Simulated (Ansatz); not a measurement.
Working through a frozen displacement of one atom of BePd, space group Pm-3m

Program: the Ansatz DFT code, driven from Python.

Input file `bepd.xyz`:
```text
2
Lattice="2.813 0.0 0.0 0.0 2.813 0.0 0.0 0.0 2.813" Properties=species:S:1:pos:R:3 pbc="T T T"
Be    0.00000000    0.00000000    0.00000000
Pd    1.40650000    1.40650000    1.40650000
```

The cells in order, each with its output:

```python
import ansatz as az
import numpy as np
```

```python
system = az.Crystal.from_extxyz("bepd.xyz")
```

```python
len(system.resolved().sites)
```

    2

```python
inverse = np.linalg.inv(np.array(system.lattice.vectors))
home = np.array(system.sites[0].position)
values = np.linspace(-0.2, 0.2, 5)
energies, pulls = [], []
for shift in values:
    moved = system.move(0, to=home + shift * inverse[2])
    model = (
        moved.calculation()
        .functional(az.Functional.PBESOL)
        .occupations("cold", width=0.15)
        .pseudopotentials("paw")
        .kpoints(spacing=0.26)
        .forces()
    )
    r = model.run().report
    energies.append(r["free_energy_ev"])
    pulls.append(r["forces_ev_ang"][0][2])

# the force is minus the slope of the free energy
print("shift (A)   dE (eV)   force along z (eV/A)")
for shift, e, f in zip(values, energies, pulls):
    print(f"{shift:8.3f} {e - energies[2]:10.5f} {f:12.4f}")
print(f"stiffness from energies {2 * np.polyfit(values, energies, 2)[0]:.3f}, from forces {-np.polyfit(values, pulls, 1)[0]:.3f} eV/A^2")
```

    DeckWarning: basis.ecutwfc = 420 eV, auto-derived from the records' recommended cutoffs: set by Be (normal level)
    shift (A)   dE (eV)   force along z (eV/A)
      -0.200    0.08431       0.8451
      -0.100    0.02105       0.4211
       0.000    0.00000      -0.0000
       0.100    0.02105      -0.4211
       0.200    0.08431      -0.8451
    stiffness from energies 4.216, from forces 4.223 eV/A^2

The curvature of the energy gives 4.216 eV/Å² and the slope of the force 4.223 eV/Å², a positive curvature.

Caveats:
- For a metal this k-point mesh is coarse: on a finer one energies can move by several to tens of meV an atom and pressures by half a GPa or more, differences at one mesh by less.
- In a metal a curvature from energy changes of a few meV or less hangs on mesh and smearing, in size and even in sign.
- The starting cell is as deposited in a crystallographic database; the results hold for this polymorph, which needn't be the stable one.
- Warnings are shown shortened and without file and line.
- All periodic images of the atom move with it, so the curvature is one diagonal element of the zone-centre force constants and no normal mode; a positive value doesn't exclude soft modes in which several atoms move.
- The whole script took 7.4 s on 1 thread of Intel(R) Xeon(R) Platinum 8488C (Sapphire Rapids) (shared host), peak memory 0.39 GiB.

(Lines on the test bed's own set-up are left out of the output.)
